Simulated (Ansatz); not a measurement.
**Ta: a γ-surface**

Aim: for Ta, map the stacking-fault energy over a (0 1 1) plane.

Computed with Ansatz 0.2.0 (DFT r2SCAN, scalar-relativistic, plane waves, PAW, unless a step's input says otherwise).

**1. The structure to begin with**

It takes space group Fm-3m (No. 225, cubic). Conventional cell: a = 4.220 Å, b = 4.220 Å, c = 4.220 Å, α = 90.00°, β = 90.00°, γ = 90.00°. Ta (site symmetry m-3m) has 12 Ta at 2.98 Å in its first shell of neighbours.

Coordinates:

```cif
data_structure
_symmetry_space_group_name_H-M 'P 1'
_symmetry_Int_Tables_number 1
_cell_length_a 4.2200
_cell_length_b 2.9840
_cell_length_c 8.9520
_cell_angle_alpha 90.000
_cell_angle_beta 90.000
_cell_angle_gamma 90.000
_cell_volume 112.73
loop_
_atom_site_label
_atom_site_type_symbol
_atom_site_fract_x
_atom_site_fract_y
_atom_site_fract_z
_atom_site_occupancy
Ta1 Ta 0.00000 0.00000 0.00000 1
Ta2 Ta 0.50000 0.50000 0.16667 1
Ta3 Ta 0.00000 0.00000 0.33333 1
Ta4 Ta 0.50000 0.50000 0.50000 1
Ta5 Ta 0.00000 0.00000 0.66667 1
Ta6 Ta 0.50000 0.50000 0.83333 1
```

No relaxation comes first: the listed cell is the starting point.

**2. The undisturbed cell**

The input, input.yaml:

```yaml
crystal:
  lattice:
    - [4.22, 0.0, 0.0]
    - [0.0, 2.11, -2.11]
    - [0.0, 6.33, 6.33]
  atoms:
    - { symbol: Ta, position: [0.0, 0.0, 0.0] }
    - { symbol: Ta, position: [0.5, 0.5, 0.1666666667] }
    - { symbol: Ta, position: [0.0, 0.0, 0.3333333333] }
    - { symbol: Ta, position: [0.5, 0.5, 0.5] }
    - { symbol: Ta, position: [0.0, 0.0, 0.6666666667] }
    - { symbol: Ta, position: [0.5, 0.5, 0.8333333333] }
basis:
  ecutwfc: 500
kpoints:
  mp_grid: { grid: [11, 16, 6] }
hamiltonian:
  xc: r2scan
scf:
  occupations: { method: gaussian, width: 0.15 }
output:
  forces: true
  stress: true
  eigenvalues: true
```

Started as:

```
$ ansatz run input.yaml --threads 2 --pin off --max-ram 5120MiB --backend cpu --events-out ev --progress --plain --runs-dir out
```

The session goes on with these runs: p = 0.000, q = 0.333; p = 0.333, q = 0.000; p = 0.333, q = 0.333; At p = 0.000, q = 0.167; point p = 0.000, q = 0.500; point p = 0.167, q = 0.000; p = 0.167, q = 0.333; At p = 0.333, q = 0.167; At p = 0.333, q = 0.500; point p = 0.500, q = 0.000; At p = 0.167, q = 0.167; p = 0.167, q = 0.500; point p = 0.500, q = 0.167.

Q: Predict the outcome of this session. Wanted: highest point; lowest point away from the origin.

As calculated:

```
                         quantity                                   value
                    highest point  19744 mJ/m² at (p, q) = (0.333, 0.500)
lowest point away from the origin               1 mJ/m² at (0.000, 0.167)
```

**Reading.** No computed point lies below the origin. The top of the surface, 19744 mJ/m², lies at (0.333, 0.500), and the easiest computed fault at (0.000, 0.167) costs 1 mJ/m². The blocks are rigid, so these are upper bounds. Spin-orbit coupling is left out for Ta. Where forces pass 15 eV/Å atoms stand far too close, the PAW spheres overlap strongly and those numbers are rough.
